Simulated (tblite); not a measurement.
# C5H11NO (isovaleramide): the cost of one run

Computed with tblite 0.8.0 and PySCF 2.14.0 and routines of our own; the level stands in each step. Atoms count from 0.

## (1) The system as given

18 atoms, charge 0, multiplicity 1; geometry from: start built from the parent or by distance geometry.

## (2) Optimising the geometry with GFN2-xTB

What the job is given:

```
{"job": {"kind": "relax", "xc": "GFN2-xTB", "basis": "xTB"}, "charge": 0, "multiplicity": 1}
C     -1.821400    -0.848000     0.495300
C     -0.637500     0.067600     0.228900
C     -0.975000     1.151100    -0.744300
C      0.555500    -0.765400    -0.268100
C      1.848800    -0.002200    -0.296600
N      2.341500     0.399000     0.886300
O      2.431300     0.274300    -1.365200
H     -1.593200    -1.600300     1.251300
H     -2.144700    -1.353500    -0.420000
H     -2.695000    -0.262000     0.881300
H     -0.370700     0.535600     1.195400
H     -1.856900     1.733100    -0.388000
H     -0.171200     1.857000    -0.875900
H     -1.249400     0.735500    -1.732300
H      0.716500    -1.622200     0.415100
H      0.347000    -1.183800    -1.224700
H      2.007800     0.045000     1.775200
H      3.249000     0.851900     0.883000
```

Launch:

```bash
$ OMP_NUM_THREADS=1 python redox_run.py task.json out
```

One launch serves the whole session: the jobs run in the order shown.

**Question.** How long does this first job take on 1 thread of Intel Xeon Platinum 8259CL at 2.50GHz, shared host?

About 2.2 s.
